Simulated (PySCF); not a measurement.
# C3H5ClF2O2S: magnetic properties

What do calculations give for the magnetic properties of C3H5ClF2O2S (`CCC(F)(F)S(=O)(=O)Cl`)?

Computed with PySCF 2.14.0 and routines of our own; the level stands in each step. Atoms count from 0.

## 1. The starting structure

14 atoms, charge 0, multiplicity 1; geometry from: GFN2-xTB.

## 2. Magnetic properties: GIAO PBE0/pcSseg-1

Job settings and geometry (Å):

```
{"job": {"kind": "mag", "xc": "PBE0", "basis": "pcSseg-1", "isotopologues": 0}, "charge": 0, "multiplicity": 1}
C     -1.542075    -0.350007    -0.500748
C     -0.861367     0.695192     0.374578
C      0.464525     0.195476     0.874126
F      1.170255     1.130011     1.534165
F      0.395953    -0.881007     1.669062
S      1.541848    -0.312104    -0.573790
O      1.261661    -1.654539    -0.952848
O      1.462551     0.717214    -1.556180
Cl     3.393756    -0.273614     0.220671
H     -2.523510     0.007745    -0.800143
H     -1.662446    -1.285688     0.040151
H     -0.952791    -0.541331    -1.393279
H     -1.485825     0.947121     1.237454
H     -0.663212     1.605059    -0.195386
```

With the program's defaults for keys left out, this is: GIAO PBE0/pcSseg-1 magnetisability, rotational g tensor and spin-rotation constants, non-relativistic, gas phase.

The run is started by

```console
$ OMP_NUM_THREADS=1 python excited_run.py task.json out
```

One launch serves the whole session: the jobs run in the order shown.

The program printed:

```text
coarse grid: 13952 points
cycle   1  E = -1324.4992552811  dE =  2.153e+00  |g| = 1.374e+00  |ddm| = 3.643e+00
cycle   2  E = -1323.3334833264  dE =  1.166e+00  |g| = 2.886e+00  |ddm| = 3.014e+00
cycle   3  E = -1324.8340835176  dE = -1.501e+00  |g| = 2.232e-01  |ddm| = 2.250e+00
cycle   4  E = -1324.8409878469  dE = -6.904e-03  |g| = 1.490e-01  |ddm| = 3.383e-01
cycle   5  E = -1324.8449310119  dE = -3.943e-03  |g| = 3.201e-02  |ddm| = 1.257e-01
cycle   6  E = -1324.8451079147  dE = -1.769e-04  |g| = 1.412e-02  |ddm| = 3.289e-02
cycle   7  E = -1324.8451419468  dE = -3.403e-05  |g| = 4.486e-03  |ddm| = 1.240e-02
cycle   8  E = -1324.8451457240  dE = -3.777e-06  |g| = 8.625e-04  |ddm| = 3.890e-03
final grid: 129600 points
cycle   9  E = -1324.9330400584  dE = -4.482e-05  |g| = 1.175e-02  |ddm| = 2.825e-02
cycle  10  E = -1324.9330055784  dE =  3.448e-05  |g| = 1.769e-02  |ddm| = 2.241e-02
cycle  11  E = -1324.9330668318  dE = -6.125e-05  |g| = 2.570e-03  |ddm| = 1.422e-02
cycle  12  E = -1324.9330680512  dE = -1.219e-06  |g| = 4.056e-04  |ddm| = 2.127e-03
cycle  13  E = -1324.9330680771  dE = -2.586e-08  |g| = 1.988e-04  |ddm| = 4.169e-04
cycle  14  E = -1324.9330680833  dE = -6.188e-09  |g| = 6.364e-05  |ddm| = 1.629e-04
cycle  15  E = -1324.9330680840  dE = -6.871e-10  |g| = 2.419e-05  |ddm| = 6.202e-05
converged SCF energy = -1324.9330680840

Magnetisability tensor (1e-30 J/T^2)
    -1489.67      -19.79      -81.99
      -19.79    -1395.51       -5.35
      -81.99       -5.35    -1385.18
isotropic -1423.45   principal values   -1537.44  -1393.14  -1339.77
isotropic susceptibility -85.722 1e-6 cm^3/mol

Inertial axes            a          b          c
rot. const./GHz      1.7887     1.0701     0.9030
chi total           -88.281    -85.112    -83.774
chi diamagnetic    -732.498  -1182.594  -1367.379
chi paramagnetic    644.217   1097.482   1283.605
quadrupole/D A       12.774     -6.246     -6.528
g nuclear            0.5121     0.5382     0.5326
g electronic        -0.5413    -0.5517    -0.5445
g total             -0.0293    -0.0135    -0.0119

Spin-rotation constants (kHz, H = +C I.J)
atom  isotope        aa         bb         cc
  3    19F        2.337      1.095      1.016
  4    19F        2.572      0.805      0.822
  8   35Cl        0.399      0.571      0.524
  9     1H       -0.004     -0.112     -0.091
 10     1H       -0.183     -0.121      0.009
 11     1H       -0.082     -0.033     -0.112
 12     1H       -0.051     -0.049     -0.109
 13     1H       -0.173     -0.123      0.019
  0    13C*       0.241      0.134      0.112
  1    13C*       0.278      0.173      0.141
  2    13C*       0.561      0.340      0.286
  5    33S*       0.841      0.476      0.301
  6    17O*      -0.443     -0.349     -0.307
* in the singly substituted isotopologue
```

It took 19 s on 1 thread of AMD EPYC 9R45, shared host; peak memory 0.87 GiB.

In short:

```tsv
quantity	value
magnetisability	-1423·10⁻³⁰ J/T²
molar susceptibility	-85.7·10⁻⁶ cm³/mol
rotational g (a, b, c)	-0.0293, -0.0135, -0.0119
```

## 3. Magnetic properties: GIAO BP86/STO-3G in methanol

Settings changed since step 2:

```diff
@@ -1,2 +1,2 @@
-{"job": {"kind": "mag", "xc": "PBE0", "basis": "pcSseg-1", "isotopologues": 0}, "charge": 0, "multiplicity": 1}
+{"job": {"kind": "mag", "xc": "BP86", "basis": "STO-3G", "solvent": "methanol"}, "charge": 0, "multiplicity": 1}
 C     -1.542075    -0.350007    -0.500748
```

With the program's defaults for keys left out, this is: GIAO BP86/STO-3G magnetisability, non-relativistic, IEF-PCM methanol.

The program printed:

```text
coarse grid: 13952 points
cycle   1  E = -1309.2937984826  dE =  2.235e+00  |g| = 1.265e+00  |ddm| = 5.196e+00
cycle   2  E = -1306.9297802668  dE =  2.364e+00  |g| = 2.545e+00  |ddm| = 6.827e+00
cycle   3  E = -1309.7271763568  dE = -2.797e+00  |g| = 4.942e-01  |ddm| = 5.867e+00
cycle   4  E = -1309.8635969313  dE = -1.364e-01  |g| = 1.223e-01  |ddm| = 1.529e+00
cycle   5  E = -1309.8652124353  dE = -1.616e-03  |g| = 1.087e-01  |ddm| = 4.904e-01
cycle   6  E = -1309.8698709568  dE = -4.659e-03  |g| = 2.443e-02  |ddm| = 2.307e-01
cycle   7  E = -1309.8699523172  dE = -8.136e-05  |g| = 2.046e-02  |ddm| = 6.244e-02
cycle   8  E = -1309.8700974080  dE = -1.451e-04  |g| = 2.914e-03  |ddm| = 3.355e-02
cycle   9  E = -1309.8701003499  dE = -2.942e-06  |g| = 9.296e-04  |ddm| = 6.344e-03
final grid: 129600 points
cycle  10  E = -1309.7623828612  dE =  4.986e-07  |g| = 4.871e-03  |ddm| = 2.031e-02
cycle  11  E = -1309.7623418214  dE =  4.104e-05  |g| = 1.071e-02  |ddm| = 3.661e-02
cycle  12  E = -1309.7623932433  dE = -5.142e-05  |g| = 1.751e-03  |ddm| = 2.615e-02
cycle  13  E = -1309.7623941591  dE = -9.158e-07  |g| = 2.490e-04  |ddm| = 2.830e-03
cycle  14  E = -1309.7623941999  dE = -4.079e-08  |g| = 1.532e-04  |ddm| = 6.431e-04
cycle  15  E = -1309.7623942067  dE = -6.750e-09  |g| = 6.063e-05  |ddm| = 3.190e-04
cycle  16  E = -1309.7623942080  dE = -1.300e-09  |g| = 3.236e-06  |ddm| = 1.131e-04
cycle  17  E = -1309.7623942080  dE = -6.821e-12  |g| = 7.616e-07  |ddm| = 1.120e-05
converged SCF energy = -1309.7623942080

Magnetisability tensor (1e-30 J/T^2)
    -1423.46        7.86      -42.71
        7.86    -1202.19      -16.66
      -42.71      -16.66    -1234.14
isotropic -1286.60   principal values   -1432.73  -1234.80  -1192.27
isotropic susceptibility -77.481 1e-6 cm^3/mol

Inertial axes            a          b          c
rot. const./GHz      1.7887     1.0701     0.9030
chi total           -84.994    -75.534    -71.914
chi diamagnetic    -718.125  -1179.029  -1363.031
chi paramagnetic    633.130   1103.495   1291.117
quadrupole/D A        0.980      0.316     -1.296
```

It took 4.5 s on 1 thread of AMD EPYC 9R45, shared host; peak memory 0.44 GiB.

Key values:

```tsv
quantity	value
magnetisability	-1287·10⁻³⁰ J/T²
molar susceptibility	-77.5·10⁻⁶ cm³/mol
```

## 4. Outcome

```
                                           quantity                      value
       magnetisability (step 2, GIAO PBE0/pcSseg-1)           -1423·10⁻³⁰ J/T²
  molar susceptibility (step 2, GIAO PBE0/pcSseg-1)         -85.7·10⁻⁶ cm³/mol
rotational g (a, b, c) (step 2, GIAO PBE0/pcSseg-1)  -0.0293, -0.0135, -0.0119
```

**Reading.** The values above hold for this geometry and these levels alone. Vibrational averaging and real surroundings are missing from these values.
